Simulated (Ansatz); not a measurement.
# CaTl3Ir (element-swapped structure): how the settings move a single-point run

Question: which choices in the input matter for CaTl3Ir (element-swapped structure)?

Program: Ansatz 0.2.0. Level of theory: reference: DFT LDA, plane waves, PAW, scalar-relativistic, no spin polarisation. These are calculated values, not measurements.

### 1 The starting structure

It takes space group Cmcm (No. 63, orthorhombic). Conventional cell: a = 3.983 Å, b = 12.484 Å, c = 9.240 Å, α = 90.00°, β = 90.00°, γ = 90.00°. Around Ca (site symmetry m2m) lie 8 Tl at 2.92 to 3.16 Å. Around Ir (site symmetry 2/m) lie 6 Tl at 2.51 to 2.65 Å. Around Tl (site symmetry m2m) lie 2 Ir at 2.51 Å. Tl (site symmetry m) is surrounded by 2 Ir at 2.65 Å.

Coordinates:

```
CELL_PARAMETERS angstrom
3.98250 0.00000 0.00000
1.99125 -6.24196 0.00000
0.00000 0.00000 -9.23978
ATOMIC_POSITIONS crystal
Ca 0.74920 0.50160 0.75000
Ca 0.25080 0.49840 0.25000
Ir 0.00000 0.00000 0.00000
Ir 0.00000 0.00000 0.50000
Tl 0.07790 0.84420 0.75000
Tl 0.92210 0.15580 0.25000
Tl 0.36580 0.26840 0.55480
Tl 0.63420 0.73160 0.05480
Tl 0.63420 0.73160 0.44520
Tl 0.36580 0.26840 0.94520
```

### 2 Baseline

Input file input.yaml:

```yaml
crystal:
  lattice:
    - [3.982504, 0.0, 0.0]
    - [1.991252, -6.241959, 0.0]
    - [0.0, 0.0, -9.239783]
  atoms:
    - { symbol: Ca, position: [0.7492, 0.5016, 0.75] }
    - { symbol: Ca, position: [0.2508, 0.4984, 0.25] }
    - { symbol: Ir, position: [0.0, 0.0, 0.0] }
    - { symbol: Ir, position: [0.0, 0.0, 0.5] }
    - { symbol: Tl, position: [0.0779, 0.8442, 0.75] }
    - { symbol: Tl, position: [0.9221, 0.1558, 0.25] }
    - { symbol: Tl, position: [0.3658, 0.2684, 0.5548] }
    - { symbol: Tl, position: [0.6342, 0.7316, 0.0548] }
    - { symbol: Tl, position: [0.6342, 0.7316, 0.4452] }
    - { symbol: Tl, position: [0.3658, 0.2684, 0.9452] }
  symmetry: { tolerance: 0.0003 }
kpoints:
  mp_grid: { grid: [5, 5, 2], shift: [0, 0, 0] }
magnetization:
  spin_polarized: false
scf:
  occupations: { method: methfessel_paxton, width: 0.0185 }
hamiltonian:
  pseudopotentials: { kind: paw }
  xc: lda
basis:
  ecutwfc: 420
output:
  forces: true
  stress: true
  eigenvalues: true
```

Started as:

```sh
ansatz run input.yaml --threads 1 --pin off --max-ram 2560MiB --backend cpu --events-out ev --progress --plain --runs-dir out
```

The program printed, cut to the lines that bear on the results:

```text
Warning: RAYON_NUM_THREADS=1 ignored (pool sized by the plan → 1); use --threads N
[...]
Pseudopotentials: kind: paw
Pseudopotential: Ca, paw, valence charge 10, recommended cutoff 420 eV (normal), Ca.paw.azcp
Pseudopotential: Ir, paw, valence charge 17, recommended cutoff 420 eV (normal), Ir.paw.azcp
Pseudopotential: Tl, paw, valence charge 13, recommended cutoff 420 eV (normal), Tl.paw.azcp
Functional definition: SPW92
[...]
Crystal: 10 atoms, lattice volume = 229.688 Å³
Basis set: ecut = 420 eV, 4469 PW (Γ)
Bands: 80, of which v1, the nominal top of the filled ones, is band 66 counted from 1 (65 counted from 0)
Symmetry: 8 space group operations
Space group: Cmcm (ITA 63), of the structure as read, at distance tolerance 1.8e-3 Å
k-points: 18 of 50
[...]
SCF iter   1: F=—  HF=-93749.750146 eV  |F-HF|=—  |Δ(HF+E_count)|=         —  Δρ=8.69e-3  dr2=1.93e-1  ethr=1.77e-3  ⟨swp⟩=7.3  Hψ=5776  notcnv=0  defer=17
[...]
SCF iter   7: F=-93749.709719 eV  HF=-93749.709719 eV  |F-HF|=1.59e-8  |Δ(HF+E_count)|=   3.73e-8  S|Δr|=    0.00e0  Δρ=2.62e-6  dr2=2.20e-8  ethr=7.58e-11  ⟨swp⟩=8.4  Hψ=5811  notcnv=0
[...]
SCF converged after 7 iterations
Stability not checked: this state was not tested for a lower state beside it, because cold or Methfessel-Paxton smearing, or corrected tetrahedra, fill the levels in a way that the test cannot read (fill_not_monotonic; see scf.lower_state_search)
Free energy (F): -93749.709719 eV
[...]
E sigma→0 (E₀):  -93749.709618 eV
Entropy (-TS):   -0.000405 eV (-0.040 meV/atom)
Fermi energy:    12.719757 eV
[...]
--- Forces (eV/Å), atoms counted from 1 ---
  atom   1  Ca     0.00000000     0.97440167     0.00000000
  atom   2  Ca     0.00000000    -0.97440167     0.00000000
  atom   3  Ir     0.00000000     0.00000000     0.00000000
  atom   4  Ir     0.00000000     0.00000000     0.00000000
  atom   5  Tl     0.00000000    -0.47711207     0.00000000
  atom   6  Tl     0.00000000     0.47711207     0.00000000
  atom   7  Tl     0.00000000    -0.20721089    -0.41042746
  atom   8  Tl     0.00000000     0.20721089    -0.41042746
[...]
--- Stress (GPa, compression-positive) ---
        8.690341       0.000000       0.000000
        0.000000       5.757889       0.000000
        0.000000       0.000000      12.937869
  P = ⅓ Tr σ = 9.1287 GPa (91.287 kbar)
--- Band table (eV; the first three rows and the last of 18) ---
[...]
```

It took 16 s on 1 thread of Arm Neoverse V1, shared host; peak memory 0.56 GiB.

### 3 Changing settings: chi_scale 0.0, xc pbesol, dispersion d4

input.yaml, as its differences from that of step 2:

```diff
@@ -23,5 +23,7 @@
   occupations: { method: methfessel_paxton, width: 0.0185 }
+  initial_density: { chi_scale: 0.0 }
 hamiltonian:
   pseudopotentials: { kind: paw }
-  xc: lda
+  xc: pbesol
+  dispersion: d4
 basis:
```

Started as:

```sh
ansatz run input.yaml --threads 1 --pin off --max-ram 2560MiB --backend cpu --events-out ev --progress --plain --runs-dir out
```

The program printed, cut to the lines that bear on the results:

```text
Warning: RAYON_NUM_THREADS=1 ignored (pool sized by the plan → 1); use --threads N
[...]
[... 4 set-up lines as earlier in the session ...]
Functional definition: PBEsol
[...]
Crystal: 10 atoms, lattice volume = 229.688 Å³
Basis set: ecut = 420 eV, 4469 PW (Γ), exchange–correlation on 54×90×128 points (8 copies of the dense FFT grid, shifted against one another)
Bands: 80, of which v1, the nominal top of the filled ones, is band 66 counted from 1 (65 counted from 0)
[... 2 set-up lines as earlier in the session ...]
k-points: 18 of 50
[...]
Free energy (F): -94959.321923 eV
[...]
E sigma→0 (E₀):  -94959.321805 eV
Entropy (-TS):   -0.000474 eV (-0.047 meV/atom)
Fermi energy:    12.914003 eV
[...]
--- Forces (eV/Å), atoms counted from 1 ---
  atom   1  Ca     0.00000000     1.02056786     0.00000000
  atom   2  Ca     0.00000000    -1.02056786     0.00000000
  atom   3  Ir     0.00000000     0.00000000    -0.00000000
  atom   4  Ir     0.00000000     0.00000000     0.00000000
  atom   5  Tl     0.00000000    -0.46434485     0.00000000
  atom   6  Tl     0.00000000     0.46434485     0.00000000
  atom   7  Tl    -0.00000000    -0.30277085    -0.44595818
  atom   8  Tl     0.00000000     0.30277085    -0.44595818
[...]
--- Stress (GPa, compression-positive) ---
       10.100644       0.000000       0.000000
        0.000000       6.739739       0.000000
        0.000000       0.000000      14.341395
  P = ⅓ Tr σ = 10.3939 GPa (103.939 kbar)
--- Band table (eV; the first three rows and the last of 18) ---
[...]
```

Wall time 20 s (1 thread of Arm Neoverse V1, shared host); peak memory 0.57 GiB.

A change of functional puts the total energy on another scale; the pressure goes from 9.1 to 10.4 GPa and the largest force goes from 0.97 to 1.02 eV/Å. The dispersion term changed too.

### 4 Changed: mp_grid.shift [0.5, 0.5, 0.5], xc revpbe

input.yaml, as its differences from that of step 2:

```diff
@@ -18,3 +18,3 @@
 kpoints:
-  mp_grid: { grid: [5, 5, 2], shift: [0, 0, 0] }
+  mp_grid: { grid: [5, 5, 2], shift: [0.5, 0.5, 0.5] }
 magnetization:
@@ -25,3 +25,3 @@
   pseudopotentials: { kind: paw }
-  xc: lda
+  xc: revpbe
 basis:
```

Started as:

```sh
ansatz run input.yaml --threads 1 --pin off --max-ram 2560MiB --backend cpu --events-out ev --progress --plain --runs-dir out
```

The program printed, cut to the lines that bear on the results:

```text
Warning: crystal.symmetry: narrowed to the stabiliser of the k-point mesh — unitary ops 8 → 4; excluded 4 operations that carry a point of the 5×5×2 mesh (shift [0.5, 0.5, 0.5]) off the mesh (the run samples exactly the mesh kpoints.mp_grid names, as under crystal.symmetry.detect: false, [...]
Warning: RAYON_NUM_THREADS=1 ignored (pool sized by the plan → 1); use --threads N
[...]
[... 4 set-up lines as earlier in the session ...]
Functional definition: revPBE
[...]
Crystal: 10 atoms, lattice volume = 229.688 Å³
Basis set: ecut = 420 eV, 4469 PW (Γ), exchange–correlation on 54×90×128 points (8 copies of the dense FFT grid, shifted against one another)
Bands: 80, of which v1, the nominal top of the filled ones, is band 66 counted from 1 (65 counted from 0)
Symmetry: 4 space group operations
[...]
SCF converged after 7 iterations
Stability not checked: this state was not tested for a lower state beside it, because cold or Methfessel-Paxton smearing, or corrected tetrahedra, fill the levels in a way that the test cannot read (fill_not_monotonic; see scf.lower_state_search)
Free energy (F): -96254.170213 eV
[...]
E sigma→0 (E₀):  -96254.170123 eV
Entropy (-TS):   -0.000360 eV (-0.036 meV/atom)
Fermi energy:    13.354115 eV
[...]
--- Forces (eV/Å), atoms counted from 1 ---
  atom   1  Ca    -0.00100800     1.09106600     0.00000000
  atom   2  Ca     0.00100800    -1.09106600     0.00000000
  atom   3  Ir     0.00000000     0.00000000    -0.00000000
  atom   4  Ir     0.00000000     0.00000000     0.00000000
  atom   5  Tl    -0.01677570    -0.12285069     0.00000000
  atom   6  Tl     0.01677570     0.12285069     0.00000000
  atom   7  Tl     0.00390193    -0.59853753    -0.59442388
  atom   8  Tl    -0.00390193     0.59853753    -0.59442388
[...]
--- Stress (GPa, compression-positive) ---
       17.378883       0.023648       0.000000
        0.023648      16.618381       0.000000
        0.000000       0.000000      22.258132
  P = ⅓ Tr σ = 18.7518 GPa (187.518 kbar)
--- Band table (eV; the first three rows and the last of 13) ---
[...]
```

Wall time 13 s (1 thread of Arm Neoverse V1, shared host); peak memory 0.55 GiB.

Total energies don't compare across a change of functional; the pressure goes from 9.1 to 18.8 GPa and the largest force goes from 0.97 to 1.09 eV/Å. The k-point mesh changed too.

### 5 Changing settings: hubbard.sites [{species: Ir, l: d, u_eff: 8.0}], hubbard.double_counting fll, ecutwfc 36.7 Ry

input.yaml, as its differences from that of step 2:

```diff
@@ -26,4 +26,5 @@
   xc: lda
+  hubbard: { sites: [{ species: Ir, l: d, u_eff: 8.0 }], double_counting: fll }
 basis:
-  ecutwfc: 420
+  ecutwfc: "36.7 Ry"
 output:
```

Started as:

```sh
ansatz run input.yaml --threads 1 --pin off --max-ram 2560MiB --backend cpu --events-out ev --progress --plain --runs-dir out
```

The program printed, cut to the lines that bear on the results:

```text
Warning: RAYON_NUM_THREADS=1 ignored (pool sized by the plan → 1); use --threads N
Ca: projections on atomic orbitals take those of the free atom [Ne] 3s2 3p6 4s2, of charge +0.00 (hamiltonian.pseudopotentials.projection_atoms); the dataset's partial waves leave at most 2.9e-7 of an orbital's norm unspanned inside its sphere
Ir: projections on atomic orbitals take those of the free atom [Kr 4d10 4f14] 5s2 5p6 5d7 6s2, of charge +0.00 (hamiltonian.pseudopotentials.projection_atoms); the dataset's partial waves leave at most 8.4e-5 of an orbital's norm unspanned inside its sphere
Tl: projections on atomic orbitals take those of the free atom [Xe 4f14] 5d10 6s2 6p1, of charge +0.00 (hamiltonian.pseudopotentials.projection_atoms); the dataset's partial waves leave at most 3.0e-5 of an orbital's norm unspanned inside its sphere
[...]
[... 1 set-up line as earlier in the session ...]
[...]
Free energy (F): -93739.497402 eV
[...]
E sigma→0 (E₀):  -93739.497241 eV
Entropy (-TS):   -0.000646 eV (-0.065 meV/atom)
Fermi energy:    12.420688 eV
[...]
--- Forces (eV/Å), atoms counted from 1 ---
  atom   1  Ca     0.00000000     1.04858951     0.00000000
  atom   2  Ca     0.00000000    -1.04858951     0.00000000
  atom   3  Ir     0.00000000     0.00000000     0.00000000
  atom   4  Ir     0.00000000     0.00000000    -0.00000000
  atom   5  Tl     0.00000000    -0.43739720     0.00000000
  atom   6  Tl     0.00000000     0.43739720     0.00000000
  atom   7  Tl     0.00000000    -0.17377232    -0.33340090
  atom   8  Tl     0.00000000     0.17377232    -0.33340090
[...]
--- Stress (GPa, compression-positive) ---
        8.342237       0.000000       0.000000
        0.000000       5.601084       0.000000
        0.000000       0.000000      10.957713
  P = ⅓ Tr σ = 8.3003 GPa (83.003 kbar)
--- Band table (eV; the first three rows and the last of 18) ---
[...]
Occupation matrices written to <dir>
```

Wall time 33 s (1 thread of Arm Neoverse V1, shared host); peak memory 0.88 GiB.

Changing the Hubbard U and cutoff moves the energy by +1.02 eV/atom, and the pressure goes from 9.1 to 8.3 GPa and the largest force goes from 0.97 to 1.05 eV/Å. The U term adds an energy of its own, so the shift says nothing about which run is better. Cost: 10 SCF cycles against 7, 33 s against 16 s.

### 6 A run with other settings

input.yaml, as its differences from that of step 2:

```diff
@@ -23,2 +23,3 @@
   occupations: { method: methfessel_paxton, width: 0.0185 }
+  algorithm: density_mixing
 hamiltonian:
@@ -28,2 +29,3 @@
   ecutwfc: 420
+  ecutrho_ratio: 9
 output:
@@ -32 +34,2 @@
   eigenvalues: true
+total_charge: -1
```

Started as:

```sh
ansatz run input.yaml --threads 1 --pin off --max-ram 2560MiB --backend cpu --events-out ev --progress --plain --runs-dir out
```

The program printed, cut to the lines that bear on the results:

```text
Warning: RAYON_NUM_THREADS=1 ignored (pool sized by the plan → 1); use --threads N
[...]
[... 5 set-up lines as earlier in the session ...]
[...]
Crystal: 10 atoms, lattice volume = 229.688 Å³
Basis set: ecut = 420 eV, 4469 PW (Γ)
Bands: 80, of which v1, the nominal top of the filled ones, is band 67 counted from 1 (66 counted from 0)
[... 2 set-up lines as earlier in the session ...]
k-points: 18 of 50
[...]
SCF iter   1: F=—  HF=-93738.023815 eV  |F-HF|=—  |Δ(HF+E_count)|=         —  Δρ=3.82e-2  dr2=7.57e0  ethr=1.77e-3  ⟨swp⟩=7.8  Hψ=6105  notcnv=0  defer=16
[...]
Free energy (F): -93736.876954 eV
[...]
E sigma→0 (E₀):  -93736.876659 eV
Entropy (-TS):   -0.001179 eV (-0.118 meV/atom)
Fermi energy:    12.891986 eV
[...]
--- Forces (eV/Å), atoms counted from 1 ---
  atom   1  Ca     0.00000000     0.99973766     0.00000000
  atom   2  Ca     0.00000000    -0.99973766     0.00000000
  atom   3  Ir    -0.00000000     0.00000000     0.00000000
  atom   4  Ir    -0.00000000     0.00000000    -0.00000000
  atom   5  Tl     0.00000000    -0.27111094     0.00000000
  atom   6  Tl     0.00000000     0.27111094     0.00000000
  atom   7  Tl     0.00000000    -0.39627460    -0.55719577
  atom   8  Tl     0.00000000     0.39627460    -0.55719577
[...]
--- Stress (GPa, compression-positive) ---
        6.289431       0.000000       0.000000
        0.000000       4.552746       0.000000
        0.000000       0.000000      10.944120
  P = ⅓ Tr σ = 7.2621 GPa (72.621 kbar)
--- Band table (eV; the first three rows and the last of 18) ---
[...]
```

Run time: 19 s. Hardware: 1 thread of Arm Neoverse V1, shared host; peak memory 0.71 GiB.

### 7 Checking the result

This run ends as converged. Convergence says nothing about whether the input makes sense.

The suspect setting: total_charge is -1. With this charge the calculation describes a differently charged system.

The way back: delete total_charge (the default then holds).

Total energies don't compare across a change of charge; the pressure goes from 9.1 to 7.3 GPa and the largest force goes from 0.97 to 1.00 eV/Å. A charged periodic cell is neutralised by a uniform background, so its energy and pressure also depend on the cell's size.

### 8 All runs together

```tsv
run	ending	energy change	pressure (GPa)	gap (eV)	force (eV/Å)	cycles	time
reference	converged	0	9.1	0.00	0.97	7	16 s
1: chi_scale 0.0, xc pbesol, dispersion d4	converged	not comparable	10.4	0.00	1.02	9	20 s
2: mp_grid.shift [0.5, 0.5, 0.5], xc revpbe	converged	not comparable	18.8	0.00	1.09	7	13 s
3: hubbard.sites [{species: Ir, l: d, u_eff: 8.0}], hubbard.double_counting fll, ecutwfc 36.7 Ry	converged	+1.02 eV/atom (U changed: no physical gain or loss)	8.3	0.00	1.05	10	33 s
4: scf.algorithm density_mixing, ecutrho_ratio 9, total_charge -1	converged	not comparable	7.3	0.00	1.00	8	19 s
```

Residual by cycle in the longest SCF loop of each run; runs are numbered as in the table. The quantity is the density residual dr2, in eV.

```tsv
cycle	reference	run 1	run 2	run 3	run 4
1	0.193	16.6	0.0498	31.9	7.57
2	0.0449	2.7	0.0127	4.68	1.49
3	8.6e-4	0.0938	0.00128	0.644	0.0196
4	1.3e-4	0.00718	9.0e-5	0.054	0.00107
5	3.7e-6	6.0e-4	4.7e-6	0.011	8.7e-5
6	2.7e-7	5.1e-5	4.1e-7	3.7e-4	2.2e-5
7	2.2e-8	1.7e-6	2.5e-8	4.8e-5	1.3e-6
8	-	1.3e-7	-	3.1e-6	6.8e-8
9	-	4.5e-9	-	1.4e-7	-
10	-	-	-	1.4e-8	-
```

A changed U is a change of model: its shifts are not errors of convergence. Of the variants the dearest is «hubbard.sites [{species: Ir, l: d, u_eff: 8.0}], hubbard.double_counting fll, ecutwfc 36.7 Ry» (33 s), the cheapest «mp_grid.shift [0.5, 0.5, 0.5], xc revpbe» (13 s), on a shared host.

The reference is no final answer either: it is run without spin, though an odd electron count or open d shells could carry moments; its mesh is coarse for a cell with so small a gap or none; the structure is made up and not relaxed.
